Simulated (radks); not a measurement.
# Cu²⁺ in [Ne] 3s2 3p5.5 3d9 4s0.5: an all-electron calculation

One table from this session's results is given with a row withheld; the runs are named, their logs left out.

Method: non-relativistic Kohn-Sham, AM05, spin-polarised, spherical densities, point nucleus; open shells are filled with parallel spins first. Code: radks (a radial shooting solver on a logarithmic mesh, Libxc functionals) version 1.

### Starting point

| Item | Value |
| --- | --- |
| element | copper (Z = 29) |
| charge | +2 |
| electrons | 27 |
| configuration | [Ne] 3s2 3p5.5 3d9 4s0.5 |

Set-up of the first run:

Settings of this run:

```text
Z 29
configuration [Ne] 3s2 3p5.5 3d9 4s0.5
relativity non-relativistic
functional am05,am05
spin polarised
nucleus point
```

One table of the session follows, with a row left open; its other results are not shown here.

It belongs to the step «Shells». Radial moments (bohr):

| level | <r> | outermost maximum (interpolated) | 90 % within | nodes |
| --- | --- | --- | --- | --- |
| 1s up | 0.05297 | 0.0349 | 0.0943 | 0 |
| 1s down | 0.05297 | 0.0349 | 0.0943 | 0 |
| 2s up | 0.2390 | 0.200 | 0.370 | 1 |
| 2s down | 0.2389 | 0.200 | 0.369 | 1 |
| 2p up | 0.2080 | 0.160 | 0.340 | 0 |
| 2p down | 0.2079 | 0.160 | 0.340 | 0 |
| 3s up | ? | ? | ? | ? |
| 3s down | 0.7192 | 0.622 | 1.08 | 2 |
| 3p up | 0.7446 | 0.621 | 1.15 | 1 |
| 3p down | 0.7465 | 0.622 | 1.15 | 1 |
| 3d up | 0.8822 | 0.588 | 1.51 | 0 |
| 3d down | 0.8903 | 0.590 | 1.53 | 0 |
| 4s up | 2.241 | 1.94 | 3.31 | 3 |
| 4s down | 2.276 | 1.95 | 3.38 | 3 |

Estimate the missing values for 3s up.

The run gave: <r>: 0.7180; outermost maximum (interpolated): 0.621; 90 % within: 1.08; nodes: 2. In the column «<r>» it lies between 2s up (0.2390) and 3s down (0.7192).
